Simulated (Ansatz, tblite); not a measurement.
# H₄MoN₂O₂: isomers side by side

The task here is to estimate one member of a computed series from the others.

Method: relaxed with r2SCAN-D4/def2-SVP, singlet; program: Ansatz 0.2.0, Gaussian basis.

4 further runs of the same task are left out: 4 set aside as unsound or not needed.

### Where the work starts

9 atoms, charge 0, spin multiplicity 1.

Atoms are counted from 1 here; the program's logs count them from 0.

Bond lengths: Mo1–N2 1.736 Å, Mo1–N3 1.736 Å, Mo1–O4 1.804 Å, Mo1–O5 1.805 Å, N2–H6 1.011 Å, N3–H7 1.011 Å, O4–H8 0.960 Å, O5–H9 0.960 Å. Angles: N2–Mo1–N3 110.0°, N2–Mo1–O4 108.6°, N2–Mo1–O5 108.6°, N3–Mo1–O4 108.6°, N3–Mo1–O5 108.5°, O4–Mo1–O5 112.4°, Mo1–N2–H6 169.8°, Mo1–N3–H7 169.8°, Mo1–O4–H8 166.6°, Mo1–O5–H9 166.2°.

Geometry (Å):

```xyz
9
H4MoN2O2
Mo   -0.0691   -0.0145   -0.0413
N     0.0317    0.1252    1.6862
N     1.4996    0.2151   -0.7486
O    -1.1735    1.2710   -0.6592
O    -0.6464   -1.6741   -0.4522
H     0.2656    0.2323    2.6637
H     2.4678    0.3741   -0.9916
H    -1.6263    2.0903   -0.8714
H    -0.7494   -2.6194   -0.5855
```

Mo takes a core potential in the def2 sets. No spin-orbit coupling is included.

The isomers as started, chosen beforehand: A: Mo(NH)2(OH)2; B: MoO2(NH2)2. The structure above is A.

The first run:

File in.yaml:

```yaml
crystal:
  periodic: [false, false, false]
  atoms:
    - {symbol: Mo, position_ang: [-0.069110, -0.014480, -0.041350]}
    - {symbol: N, position_ang: [0.031730, 0.125210, 1.686150]}
    - {symbol: N, position_ang: [1.499630, 0.215070, -0.748570]}
    - {symbol: O, position_ang: [-1.173520, 1.270970, -0.659150]}
    - {symbol: O, position_ang: [-0.646430, -1.674050, -0.452250]}
    - {symbol: H, position_ang: [0.265650, 0.232310, 2.663710]}
    - {symbol: H, position_ang: [2.467770, 0.374080, -0.991640]}
    - {symbol: H, position_ang: [-1.626320, 2.090310, -0.871410]}
    - {symbol: H, position_ang: [-0.749400, -2.619420, -0.585490]}
basis:
  gaussian: {orbitals: def2-SVP}
hamiltonian: {xc: r2scan, dispersion: d4}
scf: {omitted_lower_state_checks: [starts]}
output: {orbitals: {seedname: orbitals}}
relax: {f_tol: 0.02, max_steps: 100}
```

Command:

```
ansatz run in.yaml --threads 2 --pin off --events-out ev --progress --plain --max-ram 4352MiB
```

Steps of the session up to this table: Relaxing candidate A; Relaxing candidate B; Candidate A, first pass, PBE0-D4/def2-SVP; Candidate A, PBE0-D4/def2-TZVP; Candidate A, PBE-D4/def2-TZVP; Candidate A, r2SCAN-D4/def2-TZVP; Candidate A, HSE06-D4/def2-TZVP; Candidate A, r2SCAN0-D4/def2-TZVP; Candidate A, HF/def2-TZVP; Candidate A, PBE-D4/def2-SVP; Candidate A, PBE0-D4/def2-SVP; Candidate A, CCSD(T)/def2-SVP; Candidate A, MP2/def2-TZVP.

One table of the session follows, with a row left open; its other results are not shown here.

It belongs to the step «A against B». 

| level | A above B (kJ/mol) |
| --- | --- |
| GFN1-xTB | +125.2 |
| GFN2-xTB | +82.5 |
| HF/def2-SVP | +86.5 |
| HF/def2-TZVP | +94.1 |
| PBE-D4/def2-SVP | +130.1 |
| PBE-D4/def2-TZVP | +127.6 |
| r2SCAN-D4/def2-TZVP | +126.1 |
| PBE0-D4/def2-SVP | +117.8 |
| PBE0-D4/def2-TZVP | +117.5 |
| r2SCAN0-D4/def2-TZVP | +115.2 |
| HSE06-D4/def2-TZVP | +117.4 |
| MP2/def2-SVP | +129.7 |
| MP2/def2-TZVP | +125.0 |
| CCSD/def2-SVP | +101.8 |
| CCSD(T)/def2-SVP | ? |

Q: Estimate the row for CCSD(T)/def2-SVP from the others.

The run gave: A above B (kJ/mol): +112.2. In the column «A above B (kJ/mol)» it lies between CCSD/def2-SVP (+101.8) and r2SCAN0-D4/def2-TZVP (+115.2).

CCSD(T)/def2-SVP is no safe reference here (restricted state is unstable towards broken spin symmetry).

Limits of these values: Only singlets are compared; another spin may lie lower and prefer another shape.
